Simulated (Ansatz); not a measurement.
# CH4BNO: the cost of one run

Method: unrestricted cation, the program's frozen cores in correlated methods; program: Ansatz 0.2.0, Gaussian basis.

The runs, in order: UKS PBE-D4/def2-TZVPP; UKS r2SCAN-D4/def2-TZVPP; UKS PBE0-D4/def2-TZVPP; UKS B3LYP-D4/def2-TZVPP; UKS wB97X-V/def2-TZVPP; UKS wB97M-V/def2-TZVPP; UKS B2PLYP/def2-TZVPP; UHF-MP2/def2-TZVPP; UHF-MP2/def2-QZVPP; then −ε(HOMO) from the neutral's earlier runs with LDA (SPW92), PBE-D4, revPBE-D4, BLYP-D4, r2SCAN-D4, B97M-V, PBE0-D4, B3LYP-D4, r2SCANh-D4, r2SCAN0-D4, HSE06-D4, BHLYP-D4, CAM-B3LYP-D4, LC-ωPBE, ωB97X-V, ωB97M-V.

1 further run of the same task is left out (it didn't finish).

### 1 Structure used throughout

An earlier PBE0-D4 in a triple-zeta def2 set relaxation fixed the geometry.

SMILES `N=CBO`, 8 atoms, charge 0, spin multiplicity 1.

Atoms are counted from 1 here; the program's logs count them from 0.

Bond lengths: N1–C2 1.273 Å, N1–H5 1.020 Å, C2–B3 1.592 Å, C2–H6 1.097 Å, B3–O4 1.339 Å, B3–H7 1.196 Å, O4–H8 0.974 Å. Angles: C2–N1–H5 113.2°, N1–C2–B3 115.3°, N1–C2–H6 121.8°, B3–C2–H6 122.9°, C2–B3–O4 115.9°, C2–B3–H7 124.6°, O4–B3–H7 119.5°, B3–O4–H8 108.2°.

### 2 Cation, UKS PBE-D4/def2-TZVPP

Contents of in.yaml:

```yaml
crystal:
  periodic: [false, false, false]
  atoms:
    - {symbol: N, position_ang: [-0.929515, 0.730019, -0.640196]}
    - {symbol: C, position_ang: [0.087197, 0.717122, 0.124982]}
    - {symbol: B, position_ang: [0.690165, -0.724292, 0.430450]}
    - {symbol: O, position_ang: [0.062560, -1.755676, -0.149228]}
    - {symbol: H, position_ang: [-1.289794, 1.668346, -0.814808]}
    - {symbol: H, position_ang: [0.510452, 1.640785, 0.539634]}
    - {symbol: H, position_ang: [1.641088, -0.928357, 1.126035]}
    - {symbol: H, position_ang: [-0.679952, -1.405148, -0.672668]}
basis:
  gaussian: {orbitals: def2-TZVPP}
total_charge: 1
magnetization: {spin_polarized: true, initial_magnetization: 1}
hamiltonian: {xc: pbe, dispersion: d4}
```

Launch:

```bash
$ ansatz run in.yaml --threads 2 --pin off --events-out ev --progress --plain --max-ram 4352MiB
```

**Question.** How long does this run take on 2 threads of Arm Neoverse V1, shared host, and how much memory does it need?

About 4.8 s, with a peak of 0.34 GiB.
